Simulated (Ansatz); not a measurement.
Geometry optimisation, Ansatz 0.2.0, DFT LDA, scalar-relativistic, plane waves, PAW.

Input:

```yaml
crystal:
  lattice:
    - [7.398, 0.0, 0.0]
    - [-3.699, 6.406856, 0.0]
    - [0.0, 0.0, 12.0]
  atoms:
    - { symbol: C, position: [0.0, 0.0, 0.0833333] }
    - { symbol: C, position: [0.2222222, 0.1111111, 0.0833333] }
    - { symbol: C, position: [0.0, 0.3333333, 0.0833333] }
    - { symbol: C, position: [0.2222222, 0.4444444, 0.0833333] }
    - { symbol: C, position: [0.0, 0.6666667, 0.0833333] }
    - { symbol: C, position: [0.2222222, 0.7777778, 0.0833333] }
    - { symbol: C, position: [0.3333333, 0.0, 0.0833333] }
    - { symbol: C, position: [0.5555556, 0.1111111, 0.0833333] }
    - { symbol: C, position: [0.3333333, 0.3333333, 0.0833333] }
    - { symbol: C, position: [0.5555556, 0.4444444, 0.0833333] }
    - { symbol: C, position: [0.3333333, 0.6666667, 0.0833333] }
    - { symbol: C, position: [0.5555556, 0.7777778, 0.0833333] }
    - { symbol: C, position: [0.6666667, 0.0, 0.0833333] }
    - { symbol: C, position: [0.8888889, 0.1111111, 0.0833333] }
    - { symbol: C, position: [0.6666667, 0.3333333, 0.0833333] }
    - { symbol: C, position: [0.8888889, 0.4444444, 0.0833333] }
    - { symbol: C, position: [0.6666667, 0.6666667, 0.0833333] }
    - { symbol: C, position: [0.8888889, 0.7777778, 0.0833333] }
    - { symbol: C, position: [0.1298389, 0.063675, 0.2025], spin: 1.0 }
    - { symbol: H, position: [0.0642266, 0.146026, 0.2483333] }
    - { symbol: O, position: [0.1816381, -0.001339, 0.2816667] }
magnetization:
  spin_polarized: true
basis:
  ecutwfc: 420.0
kpoints:
  mp_grid: { grid: [2, 2, 1] }
hamiltonian:
  xc: lda
scf:
  occupations: { method: gaussian, width: 0.02 }
  lower_state_search: "off"
relax:
  f_tol: 0.03
  max_steps: 60
  adjacent_minimum: "off"
```

Command:

```bash
$ ansatz run input.yaml --threads 2 --pin off --max-ram 5120MiB --backend cpu --events-out ev --progress --plain --runs-dir out
```

Where does it end, and by what steps?

It converged. Limits of this set-up: slab without dipole correction, a typed lattice constant that wasn't relaxed here. After 13 steps the energy has fallen by 1.882 eV; C19 moved furthest, 0.51 Å. Parted: C1–C19 (1.65 → 2.21 Å).

| step | energy less start (eV) | largest force component (eV/Å) | accepted |
| --- | --- | --- | --- |
| 0 | 0.0000 | 6.655 | yes |
| 1 | -1.0283 | 5.645 | yes |
| 2 | -1.5244 | 3.806 | yes |
| 3 | -1.7978 | 0.969 | yes |
| 4 | -1.8286 | 0.651 | yes |
| 5 | -1.8664 | 0.293 | yes |
| 6 | -1.8724 | 0.228 | yes |
| 7 | -1.8785 | 0.082 | yes |
| 8 | -1.8796 | 0.116 | yes |
| 9 | -1.8811 | 0.046 | yes |
| 10 | -1.8813 | 0.068 | yes |
| 11 | -1.8815 | 0.074 | yes |
| 12 | -1.8816 | 0.046 | yes |
| 13 | -1.8816 | 0.016 | yes |

```xyz
21
Lattice="7.3980 0.0000 0.0000 -3.6990 6.4069 0.0000 0.0000 0.0000 12.0000" Properties=species:S:1:pos:R:3
C -0.044 -0.063 0.961
C 1.212 0.667 1.125
C -1.253 2.090 0.973
C -0.017 2.810 0.961
C -2.486 4.227 0.968
C -1.249 4.941 0.959
C 2.463 -0.055 0.967
C 3.678 0.662 0.952
C 1.216 2.116 0.968
C 2.448 2.807 0.952
C -0.018 4.230 0.941
C 1.214 4.937 0.930
C 4.908 -0.049 0.933
C 6.136 0.660 0.951
C 3.678 2.089 0.963
C 4.912 2.802 0.971
C 2.443 4.226 0.934
C 3.674 4.930 0.950
C 0.872 0.694 2.831
H 0.011 1.383 2.986
O 1.499 0.082 3.613
```

Whether the end is a true minimum wasn't checked by a vibrational analysis.

Run time: 37 s on 2 threads of AMD EPYC 9R45 (Zen 5) (shared host), peak memory 0.95 GiB.
